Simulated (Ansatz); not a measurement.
**C₆H₁₀O₂: ionisation energy by level of theory**

One table from this session's results is given with a row withheld; the runs are named, their logs left out.

Program: Ansatz 0.2.0, Gaussian basis. Level of theory: unrestricted cation, the program's frozen cores in correlated methods. These are calculated values, not measurements.

Plan: UKS PBE-D4/def2-TZVPP; UKS r2SCAN-D4/def2-TZVPP; UKS PBE0-D4/def2-TZVPP; UKS B3LYP-D4/def2-TZVPP; UKS wB97X-V/def2-TZVPP; UKS wB97M-V/def2-TZVPP; UKS B2PLYP/def2-TZVPP; UHF-CCSD(T)/def2-TZVPP; UHF-MP2/def2-QZVPP; extrapolation to the limit; then −ε(HOMO) from the neutral's earlier runs with LDA (SPW92), PBE-D4, revPBE-D4, BLYP-D4, r2SCAN-D4, B97M-V, PBE0-D4, B3LYP-D4, r2SCANh-D4, r2SCAN0-D4, HSE06-D4, BHLYP-D4, CAM-B3LYP-D4, LC-ωPBE, ωB97X-V, ωB97M-V.

**The geometry**

An earlier PBE0-D4 in a triple-zeta def2 set relaxation fixed the geometry.

SMILES `COC(=O)C1CCC1`, 18 atoms, charge 0, spin multiplicity 1.

Atoms are counted from 1 here; the program's logs count them from 0.

Bond lengths: C1–O2 1.424 Å, C1–H9 1.091 Å, C1–H10 1.088 Å, C1–H11 1.091 Å, O2–C3 1.340 Å, C3–O4 1.203 Å, C3–C5 1.496 Å, C5–C6 1.545 Å, C5–C8 1.546 Å, C5–H12 1.090 Å, C6–C7 1.538 Å, C6–H13 1.091 Å, C6–H14 1.090 Å, C7–C8 1.538 Å, C7–H15 1.090 Å, C7–H16 1.092 Å, C8–H17 1.091 Å, C8–H18 1.090 Å. Angles: O2–C1–H9 110.6°, O2–C1–H10 105.9°, O2–C1–H11 110.6°, H9–C1–H10 110.5°, H9–C1–H11 108.7°, H10–C1–H11 110.5°, C1–O2–C3 115.2°, O2–C3–O4 123.2°, O2–C3–C5 112.2°, O4–C3–C5 124.6°, C3–C5–C6 116.9°, C3–C5–C8 116.7°, C3–C5–H12 110.4°, C6–C5–C8 87.5°, C6–C5–H12 111.9°, C8–C5–H12 111.7°, C5–C6–C7 88.7°, C5–C6–H13 109.8° and more.

The first run:

in.yaml reads:

```yaml
crystal:
  periodic: [false, false, false]
  atoms:
    - {symbol: C, position_ang: [0.838765, -2.833018, -1.325823]}
    - {symbol: O, position_ang: [-0.043344, -1.918428, -0.683805]}
    - {symbol: C, position_ang: [0.470294, -0.704378, -0.442277]}
    - {symbol: O, position_ang: [1.593702, -0.393191, -0.741288]}
    - {symbol: C, position_ang: [-0.508487, 0.199669, 0.237430]}
    - {symbol: C, position_ang: [-0.690512, 1.611177, -0.364614]}
    - {symbol: C, position_ang: [-0.726315, 2.178039, 1.065039]}
    - {symbol: C, position_ang: [-0.032223, 0.888967, 1.537198]}
    - {symbol: H, position_ang: [1.726212, -3.003988, -0.714793]}
    - {symbol: H, position_ang: [0.275629, -3.755849, -1.446470]}
    - {symbol: H, position_ang: [1.152288, -2.446953, -2.296794]}
    - {symbol: H, position_ang: [-1.462688, -0.308911, 0.376359]}
    - {symbol: H, position_ang: [0.218834, 1.909118, -0.889317]}
    - {symbol: H, position_ang: [-1.553762, 1.769772, -1.011740]}
    - {symbol: H, position_ang: [-0.219901, 3.125820, 1.249868]}
    - {symbol: H, position_ang: [-1.747952, 2.246194, 1.444854]}
    - {symbol: H, position_ang: [1.054035, 0.993650, 1.524502]}
    - {symbol: H, position_ang: [-0.344564, 0.442319, 2.481667]}
basis:
  gaussian: {orbitals: def2-TZVPP}
total_charge: 1
magnetization: {spin_polarized: true, initial_magnetization: 1}
hamiltonian: {xc: pbe, dispersion: d4}
```

Command:

```bash
$ ansatz run in.yaml --threads 2 --pin off --events-out ev --progress --plain --max-ram 32768MiB --backend cuda --devices 0, --max-vram 18GiB
```

Among the steps run: Cation, UKS PBE-D4/def2-TZVPP; Cation, UKS r2SCAN-D4/def2-TZVPP; Cation, UKS PBE0-D4/def2-TZVPP; Cation, UKS B3LYP-D4/def2-TZVPP; Cation, UKS wB97X-V/def2-TZVPP; Cation, UKS wB97M-V/def2-TZVPP; Cation, UKS B2PLYP (frozen core)/def2-TZVPP; Cation, UHF-CCSD(T)/def2-TZVPP; Cation, UHF-MP2/def2-QZVPP.

One of the session's tables, all rows but one given; the rest of the session is left out.

For comparison, −ε(HOMO) of the neutral from earlier runs:

| functional | −ε(HOMO) (eV) |
| --- | --- |
| LDA (SPW92) | 6.48 |
| PBE-D4 | 6.25 |
| revPBE-D4 | 6.16 |
| BLYP-D4 | 6.15 |
| r2SCAN-D4 | 6.56 |
| B97M-V | 6.72 |
| PBE0-D4 | 7.88 |
| B3LYP-D4 | 7.63 |
| r2SCANh-D4 | ? |
| r2SCAN0-D4 | 8.11 |
| HSE06-D4 | 7.47 |
| BHLYP-D4 | 9.46 |
| CAM-B3LYP-D4 | 9.38 |
| LC-ωPBE | 10.68 |
| ωB97X-V | 10.36 |
| ωB97M-V | 10.32 |

Estimate the missing values for r2SCANh-D4.

Worked estimate for «−ε(HOMO) (eV)». Against the share of exact exchange, r2SCAN-D4 (0, 6.56), r2SCAN0-D4 (0.25, 8.11) give a slope of 6.20 per unit share; at 0.1 the line stands at 7.18.

**Answer.** −ε(HOMO) (eV): 7.18. In «−ε(HOMO) (eV)» the line misses by 0.00.

Caveats from the session: The cation may have settled in a state other than its lowest; no search over hole states beyond the program's own was made.
